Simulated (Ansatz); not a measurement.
# BH₃Br (doublet): the correlation ladder at distance Br1–H2 along a hydrogen transfer = 1.914 Å, cc-pVDZ

Aim: climb from Hartree-Fock through coupled cluster and multireference methods for BH₃Br (doublet) at one geometry and basis, and see what each rung misses.

Program: Ansatz 0.2.0, Gaussian basis. Level of theory: cc-pVDZ, core rule «outside noble gas», up to 15 orbitals frozen. These are calculated values, not measurements.

The runs, in order: UHF; CCSD(T) on ROHF; CCSD(T) on UHF; BCCD(T) on ROHF; CISD; CCSDT(Q) on ROHF; CCSDT(Q) on UHF; CASSCF and MRCISD+Q, 3 electrons in 3 orbitals; CASSCF and NEVPT2, 3 electrons in 3 orbitals; CASSCF and NEVPT2, 13 electrons in 11 orbitals.

8 further runs of the same task are left out: 2 for a mislabelled method, 6 that didn't finish.

### Step 1. What is computed

The geometry derives from fragments relaxed apart (PBE0/def2-TZVP) and kept rigid, so it is no stationary point. A hydrogen atom is moved between rigid fragments. No spin-orbit coupling is included. The filled d shell of Br may be among the frozen orbitals whatever the setting's name suggests; the logs give the count.

5 atoms, charge 0, spin multiplicity 2.

Atoms are counted from 1 here; the program's logs count them from 0.

Bond lengths: H2–B3 1.368 Å, B3–H4 1.191 Å, B3–H5 1.191 Å. Angles: H2–B3–H4 115.3°, H2–B3–H5 115.3°, H4–B3–H5 129.4°.

Coordinates:

```
Br   -0.48063    0.00000    0.00000
H     1.43338    0.00000    0.00000
B     2.80138    0.00000    0.00000
H     3.31045    0.00000    1.07701
H     3.31045    0.00000   -1.07701
```

### Step 2. UHF

in.yaml

```yaml
crystal:
  periodic: [false, false, false]
  atoms:
    - {symbol: Br, position_ang: [-0.480625, 0.000000, 0.000000]}
    - {symbol: H, position_ang: [1.433375, 0.000000, 0.000000]}
    - {symbol: B, position_ang: [2.801375, 0.000000, 0.000000]}
    - {symbol: H, position_ang: [3.310448, 0.000000, 1.077008]}
    - {symbol: H, position_ang: [3.310448, 0.000000, -1.077008]}
basis:
  gaussian: {orbitals: cc-pVDZ}
magnetization: {spin_polarized: true, initial_magnetization: 1}
hamiltonian: {xc: hf}
output: {orbitals: {seedname: orbitals}}
```

Command:

```console
$ ansatz run in.yaml --threads 1 --pin off --events-out ev --progress --plain --max-ram 2393MiB
```

After this run come: CCSD(T) on ROHF; CCSD(T) on UHF; BCCD(T) on ROHF; CISD; CCSDT(Q) on ROHF; CCSDT(Q) on UHF; CASSCF and MRCISD+Q, 3 electrons in 3 orbitals; CASSCF and NEVPT2, 3 electrons in 3 orbitals; CASSCF and NEVPT2, 13 electrons in 11 orbitals.

Before running them: what should the planned runs give, taken together? Wanted: UCCSDT(Q) below the RHF energy; RMP2 from UCCSDT(Q); UMP2 from UCCSDT(Q); RCCSD from UCCSDT(Q); RCCSD(T) from UCCSDT(Q); UCCSD(T) from UCCSDT(Q); RCCSDT(Q) from UCCSDT(Q); NEVPT2 pair from UCCSDT(Q); MRCISD+Q pair from UCCSDT(Q).

As calculated:

| quantity | value |
| --- | --- |
| UCCSDT(Q) below the RHF energy | -6.6233 eV |
| RMP2 from UCCSDT(Q) | +25.94 kcal/mol |
| UMP2 from UCCSDT(Q) | +26.37 kcal/mol |
| RCCSD from UCCSDT(Q) | +3.00 kcal/mol |
| RCCSD(T) from UCCSDT(Q) | +0.64 kcal/mol |
| UCCSD(T) from UCCSDT(Q) | +0.62 kcal/mol |
| RCCSDT(Q) from UCCSDT(Q) | +0.03 kcal/mol |
| NEVPT2 pair from UCCSDT(Q) | +25.40 kcal/mol |
| MRCISD+Q pair from UCCSDT(Q) | +0.73 kcal/mol |
| NEVPT2 valence from UCCSDT(Q) | +29.40 kcal/mol |
| levels within 1 kcal/mol (43 meV) | RCCSD(T), UCCSD(T), BCCD(T), RCCSDT, UCCSDT, RCCSDT(Q), MRCISD+Q pair |
| T1 diagnostic | 0.018 |
| effectively unpaired electrons | 1.01 |

In words: RCCSD(T) misses by +0.64 kcal/mol, 0.4 % of the correlation energy. One determinant dominates. Of the multireference levels listed MRCISD+Q pair comes nearest in total energy (+0.73 kcal/mol), which doesn't show that its space is the better one. These misses are within one basis, not against nature; the frozen cores of restricted and unrestricted runs differ, which can shift their rows.
